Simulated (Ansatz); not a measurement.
# BH4NSSi: one species, many methods

Aim: compute BH4NSSi with functionals from several rungs and with coupled cluster, and see how far each lands from CCSD(T) at the basis-set limit for the atomisation energy.

The runs use Ansatz 0.2.0, Gaussian basis; functionals in def2-TZVPP, the program's frozen cores in correlated methods.

Levels to be run: LDA (SPW92), PBE-D4, revPBE-D4, BLYP-D4, r2SCAN-D4, B97M-V, PBE0-D4, B3LYP-D4, r2SCANh-D4, r2SCAN0-D4, HSE06-D4, BHLYP-D4, CAM-B3LYP-D4, LC-ωPBE, ωB97X-V, ωB97M-V, B2PLYP, PBE-QIDH; CCSD(T)/def2-SVP; CCSD(T)/def2-TZVPP; MP2/def2-QZVPP; extrapolation to the limit; RPA on PBE.

1 further run of the same task is left out (it didn't finish).

**1. The relaxed structure**

An earlier PBE0-D4 in a triple-zeta def2 set relaxation fixed the geometry.

SMILES `NB1[SiH2]S1`, 8 atoms, charge 0, spin multiplicity 1.

Atoms are counted from 1 here; the program's logs count them from 0.

Bond lengths: N1–B2 1.381 Å, N1–H5 1.007 Å, N1–H6 1.004 Å, B2–Si3 1.930 Å, B2–S4 1.806 Å, Si3–S4 2.163 Å, Si3–H7 1.484 Å, Si3–H8 1.484 Å. Angles: B2–N1–H5 123.1°, B2–N1–H6 122.5°, H5–N1–H6 114.3°, N1–B2–Si3 154.1°, N1–B2–S4 135.2°, Si3–B2–S4 70.7°, B2–Si3–S4 52.0°, B2–Si3–H7 124.1°, B2–Si3–H8 124.1°, S4–Si3–H7 114.8°, S4–Si3–H8 114.7°, H7–Si3–H8 110.7°, B2–S4–Si3 57.3°.

**2. LDA**

This LDA is Slater exchange with PW92 correlation.

Input file in.yaml:

```yaml
crystal:
  periodic: [false, false, false]
  atoms:
    - {symbol: N, position_ang: [-0.610155, 1.583461, -0.302397]}
    - {symbol: B, position_ang: [-0.166143, 0.275486, -0.280383]}
    - {symbol: Si, position_ang: [0.608923, -1.281224, 0.556670]}
    - {symbol: S, position_ang: [-0.081631, -1.068972, -1.482527]}
    - {symbol: H, position_ang: [-1.004075, 2.017230, -1.120919]}
    - {symbol: H, position_ang: [-0.566061, 2.182659, 0.502592]}
    - {symbol: H, position_ang: [2.067817, -1.511040, 0.697664]}
    - {symbol: H, position_ang: [-0.156575, -2.254800, 1.373499]}
basis:
  gaussian: {orbitals: def2-TZVPP}
hamiltonian: {xc: lda}
output: {orbitals: {seedname: orbitals}}
```

The runs that follow: PBE-D4 (GGA); revPBE-D4 (GGA); BLYP-D4 (GGA); r2SCAN-D4 (meta-GGA); B97M-V (meta-GGA); PBE0-D4 (hybrid); B3LYP-D4 (hybrid); r2SCANh-D4 (hybrid); r2SCAN0-D4 (hybrid); HSE06-D4 (hybrid); BHLYP-D4 (hybrid); CAM-B3LYP-D4 (range-separated); LC-ωPBE (range-separated); ωB97X-V (range-separated); ωB97M-V (range-separated); B2PLYP (double hybrid); PBE-QIDH (double hybrid); CCSD(T) in def2-SVP; CCSD(T) in def2-TZVPP; MP2 in def2-QZVPP; RPA on PBE orbitals.

Before running them: what should the planned runs give, taken together? Wanted: atomisation energy, CCSD(T)/CBS; farthest beyond LDA; mean size of error, GGA; mean size of error, meta-GGA; mean size of error, hybrid; mean size of error, range-separated; mean size of error, double hybrid; gap, smallest and largest; T1 diagnostic.

**Answer**, as computed:

| quantity | value |
| --- | --- |
| atomisation energy, CCSD(T)/CBS | 2778.1 kJ/mol |
| functionals within 13.9 kJ/mol (0.5 %) | revPBE-D4, BLYP-D4, r2SCAN0-D4, LC-ωPBE, PBE-QIDH |
| farthest beyond LDA | PBE-D4 (+80.3 kJ/mol) |
| mean size of error, GGA | 33.9 kJ/mol |
| mean size of error, meta-GGA | 44.9 kJ/mol |
| mean size of error, hybrid | 27.9 kJ/mol |
| mean size of error, range-separated | 21.6 kJ/mol |
| mean size of error, double hybrid | 12.9 kJ/mol |
| gap, smallest and largest | 4.54 eV (LDA (SPW92)), 11.35 eV (LC-ωPBE) |
| T1 diagnostic | 0.0142 |
| triples share of the correlation energy | 4.6 % |

In words: The LDA atomisation energy is off by 428.3 kJ/mol (15 %): it overbinds. PBE-D4 is off by +80.3 kJ/mol. Double hybrids carry the basis error of their MP2 part in triple zeta, and no dispersion term here, so their miss is partly the set-up's. By mean error the best rung here is double hybrid (12.9 kJ/mol) and the worst beyond LDA is meta-GGA (44.9 kJ/mol). Misses under about 13.9 kJ/mol are within the doubt on the reference itself, which lacks core-valence correlation, relativity and higher excitations. Hartree-Fock recovers 71 % of the binding; the rest is correlation. CCSD(T) in def2-SVP is off by -193.1 kJ/mol, so the small basis spoils what the method gains. Orbital gaps span 4.5 to 11.3 eV; exact exchange widens them.
